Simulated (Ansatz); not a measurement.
# C₂H₆GaN: up Jacob's ladder to CCSD(T)

The task here is to estimate one member of a computed series from the others.

Program: Ansatz 0.2.0, Gaussian basis. Level of theory: functionals in def2-TZVPP, the program's frozen cores in correlated methods. These are calculated values, not measurements.

Levels to be run: PBE-D4, r2SCAN-D4, PBE0-D4, B3LYP-D4, ωB97X-V, ωB97M-V, B2PLYP; CCSD(T)/def2-TZVPP; MP2/def2-QZVPP; extrapolation to the limit.

### The geometry

All runs share one geometry, relaxed beforehand with PBE0-D4 in a triple-zeta def2 set.

SMILES `[CH2]1N[CH2][GaH]1`, 10 atoms, charge 0, spin multiplicity 1.

Atoms are counted from 1 here; the program's logs count them from 0.

Bond lengths: C1–N2 1.469 Å, C1–Ga4 1.995 Å, C1–H5 1.093 Å, C1–H6 1.102 Å, N2–C3 1.469 Å, N2–H7 1.013 Å, C3–Ga4 1.995 Å, C3–H8 1.093 Å, C3–H9 1.102 Å, Ga4–H10 1.562 Å. Angles: N2–C1–Ga4 86.7°, N2–C1–H5 113.4°, N2–C1–H6 114.6°, Ga4–C1–H5 121.4°, Ga4–C1–H6 111.7°, H5–C1–H6 108.0°, C1–N2–C3 108.5°, C1–N2–H7 113.6°, C3–N2–H7 113.6°, N2–C3–Ga4 86.7°, N2–C3–H8 113.4°, N2–C3–H9 114.6°, Ga4–C3–H8 121.4°, Ga4–C3–H9 111.7°, H8–C3–H9 108.0°, C1–Ga4–C3 73.4°, C1–Ga4–H10 143.3°, C3–Ga4–H10 143.3°.

Set-up of the first run:

File in.yaml:

```yaml
crystal:
  periodic: [false, false, false]
  atoms:
    - {symbol: C, position_ang: [-0.387866, 1.102297, -0.257222]}
    - {symbol: N, position_ang: [-0.574545, 0.126591, 0.825259]}
    - {symbol: C, position_ang: [0.278670, -1.038683, 0.555482]}
    - {symbol: Ga, position_ang: [0.346787, -0.406736, -1.335360]}
    - {symbol: H, position_ang: [-1.310521, 1.612816, -0.545770]}
    - {symbol: H, position_ang: [0.376651, 1.869734, -0.056127]}
    - {symbol: H, position_ang: [-0.444082, 0.518245, 1.750031]}
    - {symbol: H, position_ang: [-0.188775, -1.990344, 0.821969]}
    - {symbol: H, position_ang: [1.270513, -1.001440, 1.033754]}
    - {symbol: H, position_ang: [0.716367, -0.843478, -2.789019]}
basis:
  gaussian: {orbitals: def2-TZVPP}
hamiltonian: {xc: pbe, dispersion: d4}
output: {forces: true, orbitals: {seedname: orbitals}}
```

The run is started by

```bash
ansatz run in.yaml --threads 4 --pin off --events-out ev --progress --plain --max-ram 10444MiB
```

Among the steps run: PBE-D4 (GGA); r2SCAN-D4 (meta-GGA); PBE0-D4 (hybrid); B3LYP-D4 (hybrid); ωB97X-V (range-separated); ωB97M-V (range-separated); B2PLYP (double hybrid); CCSD(T) in def2-TZVPP; MP2 in def2-QZVPP.

One table of the session follows, with a row left open; its other results are not shown here.

| method | atomisation energy (kJ/mol) |
| --- | --- |
| PBE-D4 | 3461.2 |
| r2SCAN-D4 | 3382.4 |
| PBE0-D4 | 3400.3 |
| B3LYP-D4 | ? |
| ωB97X-V | 3399.4 |
| ωB97M-V | 3388.1 |
| B2PLYP | 3339.3 |
| HF/def2-TZVPP | 2345.9 |
| MP2/def2-TZVPP | 3342.9 |
| CCSD/def2-TZVPP | 3243.5 |
| CCSD(T)/def2-TZVPP | 3298.5 |
| MP2/CBS | 3428.5 |
| CCSD(T)/CBS | 3384.1 |

Q: Estimate the row for B3LYP-D4 from the others.

The run gave: atomisation energy (kJ/mol): 3373.8. In the column «atomisation energy (kJ/mol)» it lies between MP2/def2-TZVPP (3342.9) and r2SCAN-D4 (3382.4).
